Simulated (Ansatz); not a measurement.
# SiCl(vinyl)3 (C₆H₉ClSi): trial inputs and their diagnosis

Aim: try 1 input for SiCl(vinyl)3 (C₆H₉ClSi) as typed, read how each ends, and find what has to change.

Computed with Ansatz 0.2.0, Gaussian basis. Level: the settings change from run to run.

2 further runs of the same task are left out: 2 set aside as unsound or not needed.

## (1) The molecule

An earlier PBE-D4/def2-SVP relaxation fixed the geometry.

17 atoms, charge 0, spin multiplicity 1.

Atoms are counted from 1 here; the program's logs count them from 0.

Bond lengths: Si1–Cl2 2.100 Å, Si1–C3 1.876 Å, Si1–C8 1.876 Å, Si1–C13 1.876 Å, C3–C4 1.347 Å, C3–H5 1.108 Å, C4–H6 1.104 Å, C4–H7 1.104 Å, C8–C9 1.347 Å, C8–H10 1.108 Å, C9–H11 1.104 Å, C9–H12 1.104 Å, C13–C14 1.347 Å, C13–H15 1.108 Å, C14–H16 1.104 Å, C14–H17 1.104 Å. Angles: Cl2–Si1–C3 108.5°, Cl2–Si1–C8 108.5°, Cl2–Si1–C13 108.5°, C3–Si1–C8 110.4°, C3–Si1–C13 110.4°, C8–Si1–C13 110.4°, Si1–C3–C4 125.0°, Si1–C3–H5 116.7°, C4–C3–H5 118.2°, C3–C4–H6 121.3°, C3–C4–H7 122.0°, H6–C4–H7 116.7°, Si1–C8–C9 125.1°, Si1–C8–H10 116.7°, C9–C8–H10 118.2°, C8–C9–H11 121.3°, C8–C9–H12 122.0°, H11–C9–H12 116.7° and more.

## (2) Input 1

Contents of in.yaml:

```yaml
crystal:
  periodic: [false, false, false]
  atoms:
    - {symbol: Si, position_ang: [-0.001190, 0.001439, 0.049791]}
    - {symbol: Cl, position_ang: [0.023831, 0.010539, 2.149534]}
    - {symbol: C, position_ang: [1.747794, -0.282921, -0.565211]}
    - {symbol: C, position_ang: [2.822501, -0.480093, 0.222866]}
    - {symbol: H, position_ang: [1.895321, -0.287317, -1.663336]}
    - {symbol: H, position_ang: [2.733932, -0.484857, 1.323052]}
    - {symbol: H, position_ang: [3.831762, -0.643909, -0.193720]}
    - {symbol: C, position_ang: [-0.642125, 1.660388, -0.545780]}
    - {symbol: C, position_ang: [-0.990936, 2.687345, 0.253357]}
    - {symbol: H, position_ang: [-0.735930, 1.793984, -1.641683]}
    - {symbol: H, position_ang: [-0.918342, 2.609651, 1.351976]}
    - {symbol: H, position_ang: [-1.362114, 3.644809, -0.152219]}
    - {symbol: C, position_ang: [-1.129697, -1.381341, -0.526511]}
    - {symbol: C, position_ang: [-1.818938, -2.206629, 0.285149]}
    - {symbol: H, position_ang: [-1.228107, -1.520566, -1.621317]}
    - {symbol: H, position_ang: [-1.757813, -2.114132, 1.383316]}
    - {symbol: H, position_ang: [-2.469960, -3.006391, -0.109252]}
basis:
  gaussian: {orbitals: "6-31++G**", final_grid: {core_spheres: 1, valence_spheres: 1, degree: 5}}
hamiltonian: {xc: {name: PBE}}
scf: {lower_state_search: off}
```

Launch:

```console
$ ansatz run in.yaml --threads 4 --pin off --events-out ev --progress --plain --max-ram 8704MiB
```

**Question.** What will the summary of the whole plan be?

**Answer**, as computed:

```tsv
input	level	ended	cause	time
1	PBE/6-31++G**	converged	the integration grid is far too coarse	2.9 s
```

In words: 1 converged. The dangerous case is the input that converges on a wrong geometry, charge, spin, basis or grid: often only a look at the input shows it.
